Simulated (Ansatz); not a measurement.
**ClGaH₃OSi radical: up Jacob's ladder to CCSD(T)**

How much do the methods differ for ClGaH₃OSi radical? The plan is to run it at one geometry with functionals of several rungs and with coupled cluster. The yardstick is the atomisation energy at the CCSD(T) limit.

Method: functionals in def2-TZVPP, the program's frozen cores in correlated methods; program: Ansatz 0.2.0, Gaussian basis.

Plan: LDA (SPW92), PBE-D4, revPBE-D4, BLYP-D4, r2SCAN-D4, B97M-V, PBE0-D4, B3LYP-D4, r2SCANh-D4, r2SCAN0-D4, HSE06-D4, BHLYP-D4, CAM-B3LYP-D4, LC-ωPBE, ωB97X-V, ωB97M-V, B2PLYP, PBE-QIDH; CCSD(T)/def2-SVP; CCSD(T)/def2-TZVPP; MP2/def2-QZVPP; extrapolation to the limit; RPA on PBE.

## Step 1: The geometry

All runs share one geometry, relaxed beforehand with PBE0-D4 in a triple-zeta def2 set.

SMILES `[SiH3][O][Ga][Cl]`, 7 atoms, charge 0, spin multiplicity 2.

Atoms are counted from 1 here; the program's logs count them from 0.

Bond lengths: Si1–O2 1.638 Å, Si1–H5 1.490 Å, Si1–H6 1.486 Å, Si1–H7 1.486 Å, O2–Ga3 1.783 Å, Ga3–Cl4 2.161 Å. Angles: O2–Si1–H5 111.1°, O2–Si1–H6 109.5°, O2–Si1–H7 109.5°, H5–Si1–H6 108.7°, H5–Si1–H7 108.7°, H6–Si1–H7 109.3°, Si1–O2–Ga3 140.7°, O2–Ga3–Cl4 116.3°.

## Step 2: LDA

This LDA is Slater exchange with PW92 correlation.

The input, in.yaml:

```yaml
crystal:
  periodic: [false, false, false]
  atoms:
    - {symbol: Si, position_ang: [-0.018813, 1.163531, 0.161160]}
    - {symbol: O, position_ang: [-0.011344, -0.474371, 0.204746]}
    - {symbol: Ga, position_ang: [0.079382, -1.883457, -0.883230]}
    - {symbol: Cl, position_ang: [0.015360, -3.825687, 0.061089]}
    - {symbol: H, position_ang: [0.092220, 1.664383, -1.237870]}
    - {symbol: H, position_ang: [1.129507, 1.685703, 0.946034]}
    - {symbol: H, position_ang: [-1.286322, 1.669909, 0.748072]}
basis:
  gaussian: {orbitals: def2-TZVPP}
magnetization: {spin_polarized: true, initial_magnetization: 1}
hamiltonian: {xc: lda}
output: {orbitals: {seedname: orbitals}}
```

The run is started by

```console
ansatz run in.yaml --threads 4 --pin off --events-out ev --progress --plain --max-ram 10444MiB
```

Further steps of the session: PBE-D4 (GGA); revPBE-D4 (GGA); BLYP-D4 (GGA); r2SCAN-D4 (meta-GGA); B97M-V (meta-GGA); B3LYP-D4 (hybrid); r2SCANh-D4 (hybrid); r2SCAN0-D4 (hybrid); HSE06-D4 (hybrid); BHLYP-D4 (hybrid); CAM-B3LYP-D4 (range-separated); LC-ωPBE (range-separated); ωB97X-V (range-separated); ωB97M-V (range-separated); B2PLYP (double hybrid); PBE-QIDH (double hybrid); CCSD(T) in def2-SVP; CCSD(T) in def2-TZVPP; MP2 in def2-QZVPP; RPA on PBE orbitals.

**Question.** What will the summary of the whole plan be? Wanted: atomisation energy, CCSD(T)/CBS; farthest beyond LDA; mean size of error, GGA; mean size of error, meta-GGA; mean size of error, hybrid; mean size of error, range-separated; mean size of error, double hybrid; gap, smallest and largest; T1 diagnostic.

The runs gave:

```
                               quantity                                                                            value
        atomisation energy, CCSD(T)/CBS                                                                        22.039 eV
    functionals within 0.220 eV (1.0 %)  PBE-D4, r2SCAN-D4, B97M-V, r2SCANh-D4, CAM-B3LYP-D4, ωB97X-V, ωB97M-V, PBE-QIDH
                    farthest beyond LDA                                                             BHLYP-D4 (-0.726 eV)
                mean size of error, GGA                                                                         0.349 eV
           mean size of error, meta-GGA                                                                         0.131 eV
             mean size of error, hybrid                                                                         0.328 eV
    mean size of error, range-separated                                                                         0.125 eV
      mean size of error, double hybrid                                                                         0.271 eV
              gap, smallest and largest                                         0.81 eV (LDA (SPW92)), 8.04 eV (LC-ωPBE)
                          T1 diagnostic                                                                           0.0154
triples share of the correlation energy                                                                            3.9 %
```

In words: The LDA atomisation energy is off by 2.840 eV (13 %): it overbinds. PBE-D4 misses by -0.064 eV. Double hybrids carry the basis error of their MP2 part in triple zeta, and no dispersion term here, so their miss is partly the set-up's. The rungs range-separated, meta-GGA miss on average by less than the doubt on the reference (0.220 eV), so they tie. Misses under about 0.220 eV are within the doubt on the reference itself, which lacks core-valence correlation, relativity and higher excitations, and its outer-core shells are covered unevenly. Hartree-Fock recovers 74 % of the binding; the rest is correlation. CCSD(T) in def2-SVP is off by -1.665 eV, more than most functionals: a good method in a small basis is no reference. The gap grows from 0.8 to 8.0 eV across the functionals, mostly with the share of exact exchange. Correlated methods include outer-core shells of Ga, which these sets cover unevenly.
